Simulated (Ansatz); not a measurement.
# BGeP+ (doublet): inputs that go wrong

5 inputs are run for BGeP+ (doublet) as typed; the log has to tell whether the result can be used and what must change.

Program: Ansatz 0.2.0, Gaussian basis. Level of theory: the settings change from run to run. These are calculated values, not measurements.

32 further runs of the same task are left out: 3 for a known fault of the program, 12 that didn't finish, 17 set aside as unsound or not needed.

### 1 The system

The geometry is a PBE0/def2-TZVP stationary point (not a proven minimum) of the parent state, kept for this charge and spin. No spin-orbit coupling is included. The filled d shell of Ge may be among the frozen orbitals whatever the setting's name suggests; the logs give the count.

3 atoms, charge 1, spin multiplicity 2.

Atoms are counted from 1 here; the program's logs count them from 0.

Bond lengths: B1–Ge2 2.182 Å, B1–P3 1.788 Å, Ge2–P3 2.237 Å. Angles: Ge2–B1–P3 67.8°, B1–Ge2–P3 47.7°, B1–P3–Ge2 64.5°.

### 2 Input 1

File in.yaml:

```yaml
crystal:
  periodic: [false, false, false]
  atoms:
    - {symbol: B, position_ang: [0.000000, -1.356815, -0.905184]}
    - {symbol: Ge, position_ang: [0.000000, 0.055950, 0.757740]}
    - {symbol: P, position_ang: [0.000000, 0.342363, -1.461116]}
basis:
  gaussian: {orbitals: STO-3G}
total_charge: 1
magnetization: {spin_polarized: false, initial_magnetization: 1}
correlation: {method: sc_nevpt2, electrons: all, active_space: {window: {electrons: 17, orbitals: 9}}}
output: {forces: true}
```

On the command line:

```
> ansatz run in.yaml --threads 1 --pin off --events-out ev --progress --plain --max-ram 2393MiB
```

Standard output:

```text
Functional definition: HF
  name "HF"
  cite "Fock, Z. Phys. 61, 126 (1930) doi:10.1007/BF01340294"
  parent pbe
  exchange = exact_x
  correlation = 0
335 factors; integrals over basis functions are off by at most 1.3e-4 eV
mean field evaluation 1: about -65650.5136 eV, gradient 1.8e1 eV
mean field evaluation 2: about -65650.5306 eV, gradient 1.8e1 eV
mean field evaluation 4: about -65652.4713 eV, gradient 3.1e0 eV
mean field evaluation 8: about -65652.7805 eV, gradient 3.4e-1 eV
mean field evaluation 16: about -65642.1816 eV, gradient 3.0e1 eV
mean field evaluation 32: about -65652.7266 eV, gradient 1.8e0 eV
mean field evaluation 64: about -65651.8064 eV, gradient 1.9e0 eV
mean field evaluation 96: about -65652.7188 eV, gradient 1.0e0 eV
mean field -65652.78617765 eV, -2412.6953909717 hartree, gradient 2.2e-6 eV, S^2 0.750000; 8 other end points of the search recorded, 0 dependent functions left out
reference -65652.78617765 eV, -2412.6953909717 hartree; 26, 25 occupied and 6, 7 virtual orbitals, 335 factors
state -65652.78617765 eV, -2412.6953909717 hartree
state -65652.78617765 eV, -2412.6953909717 hartree; corrected -65656.13297147 eV, -2412.8183833763 hartree
WARN: 8 active orbitals are nearly empty or full. The corrections depend on them more than the energy does, and are more stable in an active space without them
the calculation of the forces begins
Error: an active orbital is full or empty, and SC-NEVPT2 has no forces then: leave it out of the active space
```

Wall time 3.8 s (1 thread of Arm Neoverse V2, shared host).

Diagnosis: The run stopped with an error. It says: «an active orbital is full or empty, and SC-NEVPT2 has no forces then: leave it out of the active space». Cure: drop the forces, or choose an active space whose orbitals are all partly filled.

### 3 Input 2

File in.yaml:

```yaml
crystal:
  periodic: [false, false, false]
  atoms:
    - {symbol: B, position_ang: [0.000000, -1.356815, -0.905184]}
    - {symbol: Ge, position_ang: [0.000000, 0.055950, 0.757740]}
    - {symbol: P, position_ang: [0.000000, 0.342363, -1.461116]}
basis:
  gaussian: {orbitals: STO-3G}
total_charge: 1
magnetization: {spin_polarized: false, initial_magnetization: 1}
correlation: {method: fic_mrcisd_q, electrons: valence}
output: {forces: true}
```

Launched as before.

Standard output:

```text
Error: this correlation method needs an active space: name one as the reference
```

It took 0.03 s on 1 thread of Arm Neoverse V2, shared host.

**Diagnosis.** The run was refused. This method needs an active space and has none. Fix: add an active_space block.

### 4 Input 3

File in.yaml:

```yaml
crystal:
  periodic: [false, false, false]
  atoms:
    - {symbol: B, position_ang: [0.000000, -1.356815, -0.905184]}
    - {symbol: Ge, position_ang: [0.000000, 0.055950, 0.757740]}
    - {symbol: P, position_ang: [0.000000, 0.342363, -1.461116]}
basis:
  gaussian: {orbitals: "6-31G*"}
total_charge: 1
magnetization: {spin_polarized: false, initial_magnetization: 2}
correlation: {method: ccsd_t, electrons: outside_noble_gas}
scf: {lower_state_search: off}
output: {forces: true}
```

Same command.

Standard output:

```text
Error: a molecule whose nuclei and cores have a total charge of 52 cannot have a net charge of 1 together with 2 unpaired electrons
```

It took 0.03 s on 1 thread of Arm Neoverse V2, shared host.

Diagnosis: The run was refused. The number of unpaired electrons doesn't fit the electron count. Fix: make charge and initial_magnetization agree.

### 5 Input 4

File in.yaml:

```yaml
crystal:
  periodic: [false, false, false]
  atoms:
    - {symbol: B, position_ang: [0.000000, -1.356815, -0.905184]}
    - {symbol: Ge, position_ang: [0.000000, 0.055950, 0.757740]}
    - {symbol: P, position_ang: [0.000000, 0.342363, -1.461116]}
basis:
  gaussian: {orbitals: def2-SVP}
total_charge: 1
magnetization: {spin_polarized: false, initial_magnetization: 1}
hamiltonian: {xc: pbe0}
correlation: {method: sc_nevpt2, electrons: outside_noble_gas, active_space: {window: {electrons: 3, orbitals: 3}}}
```

The command is unchanged.

Standard output:

```text
Error: invalid value for `correlation.active_space`: it starts from restricted Hartree–Fock orbitals; set hamiltonian.xc: hf without magnetization.spin_polarized
```

It took 0.03 s on 1 thread of Arm Neoverse V2, shared host.

What is wrong: The run was refused. An active space is asked on a functional's orbitals. Fix: start from Hartree-Fock.

### 6 Input 5

File in.yaml:

```yaml
crystal:
  periodic: [false, false, false]
  atoms:
    - {symbol: B, position_ang: [0.000000, -1.356815, -0.905184]}
    - {symbol: Ge, position_ang: [0.000000, 0.055950, 0.757740]}
    - {symbol: P, position_ang: [0.000000, 0.342363, -1.461116]}
basis:
  gaussian: {orbitals: cc-pVDZ}
total_charge: 1
magnetization: {spin_polarized: false, initial_magnetization: 1}
correlation: {method: CCSDT(Q), electrons: outside_noble_gas}
accuracy: high
scf: {lower_state_search: light}
```

Launched as before.

Standard output:

```text
Error: YAML parse error: error: line 11 column 23: unknown variant `CCSDT(Q)`, expected one of mp2, rpa, ccsd, ccsd_t, bccd, bccd_t, ccsdt, ccsdt_q, ccsdt_q_b, ccsdtq, fci, sc_nevpt2, fic_nevpt4_sd, fic_mrcisd_q, fic_mrcisd_q_relaxed
  --> <input>:11:23
   |
 9 | total_charge: 1
10 | magnetization: {spin_polarized: false, initial_magnetization: 1}
11 | correlation: {method: CCSDT(Q), electrons: outside_noble_gas}
   |                       ^ unknown variant `CCSDT(Q)`, expected one of mp2, rpa, ccsd, ccsd_t, bccd, bccd_t, ccsdt, ccsdt_q, ccsdt_q_b, ccsdtq, fci, sc_nevpt2, fic_nevpt4_sd, fic_mrcisd_q, fic_mrcisd_q_relaxed
12 | accuracy: high
13 | scf: {lower_state_search: light}
   |
```

Wall time 0.03 s (1 thread of Arm Neoverse V2, shared host).

Diagnosis: The run was refused. The method's name isn't one that the program knows. Fix: name one from the list in the message.

### 7 How the runs ended

```
input                   level                ended                                                                                                   cause    time
    1     NEVPT2(17,9)/STO-3G  stopped by an error  an active orbital is full or empty, and SC-NEVPT2 has no forces then: leave it out of the active space   3.8 s
    2   'fic_mrcisd_q'/STO-3G              refused                                                          this method needs an active space and has none  0.03 s
    3  CCSD(T) on ROHF/6-31G*              refused                                         the number of unpaired electrons doesn't fit the electron count  0.03 s
    4    NEVPT2(3,3)/def2-SVP              refused                                                     an active space is asked on a functional's orbitals  0.03 s
    5      'CCSDT(Q)'/cc-pVDZ              refused                                                      the method's name isn't one that the program knows  0.03 s
```

1 stopped by an error, 4 refused.
